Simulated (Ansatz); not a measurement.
# CoIr: the cost of one run

Computed with Ansatz 0.2.0, driven from Python. Level of theory: DFT PBEsol, plane waves, PAW.

**1. Starting point**

It takes space group P-6m2 (No. 187, hexagonal). Conventional cell: a = 2.675 Å, b = 2.675 Å, c = 4.103 Å, α = 90.00°, β = 90.00°, γ = 120.00°. Co (site symmetry -6m2) is surrounded by 6 Ir at 2.57 Å and 6 Co at 2.67 Å. Ir (site symmetry -6m2) is surrounded by 6 Co at 2.57 Å and 6 Ir at 2.67 Å.

No structure file is read: the coordinates are typed or built in the script.

**2. Script**

File fsm_coir.py:

```python
# -*- coding: utf-8 -*-
from dataclasses import dataclass
import warnings

import ansatz as az


@dataclass
class RunConfig:
    xc: str = "PBEsol"
    smearing: str = "fermi_dirac"
    kgrid: tuple[int, ...] = (13, 13, 7)


opts = RunConfig()

warnings.simplefilter("ignore", az.DeckWarning)

structure = (
    az.Lattice.of((2.67464, 0.0, 0.0), (-1.33732, 2.316306, 0.0), (0.0, 0.0, 4.102521))
    .atom("Co", (0.0, 0.0, 0.0))
    .atom("Ir", (2 / 3, 1 / 3, 0.5))
)

base = structure.calculation()
base = base.functional(opts.xc)
base = base.occupations(opts.smearing, width=50 * az.meV)
base = base.pseudopotentials("paw")
base = base.kpoints(*opts.kgrid).basis(35 * az.Ry)
rows = []
for total in [0.0, 0.8, 1.5, 2.2, 3.0]:
    summary = base.spin("collinear", total=total, lock="hard").run(threads=1).report
    up, down = summary["spin_fermi_energies_ev"]
    rows.append((total, summary["free_energy_ev"], up - down, summary["absolute_magnetization_mub"]))
reference = rows[0][1]
rows = [(m, 1000 * (e - reference), split, size) for m, e, split, size in rows]
for row in rows:
    print("; ".join(f"{name} = {round(v, 4) if isinstance(v, float) else v}" for name, v in zip(["total muB", "F - F(0) meV", "EF up - down eV", "absolute muB"], row)))
best = min(rows, key=lambda row: row[1])
print(f"lowest at {best[0]} muB per cell, {best[1]:.1f} meV against the first point")
```

**3. The input behind the calls**

The engine receives this input (first run):

```yaml
crystal:
  lattice:
    - [2.67464, 0.0, 0.0]
    - [-1.33732, 2.316306, 0.0]
    - [0.0, 0.0, 4.102521]
  atoms:
    - { symbol: Co, position: [0.0, 0.0, 0.0] }
    - { symbol: Ir, position: [0.6666666666666666, 0.3333333333333333, 0.5] }
basis:
  ecutwfc: 476.19925930478996
kpoints:
  mp_grid:
    grid: [13, 13, 7]
hamiltonian:
  xc: pbesol
  pseudopotentials:
    kind: paw
magnetization:
  spin_polarized: true
  initial_magnetization: 0.0
  spin_locking:
    lock_magnetization: hard
scf:
  occupations:
    method: fermi_dirac
    width: 0.05
```

**4. The run**

Run with:

```
$ python fsm_coir.py
```

Q: Estimate wall time and peak memory on 1 thread of Arm Neoverse V1, shared host.

About 86 s, with a peak of 0.49 GiB.
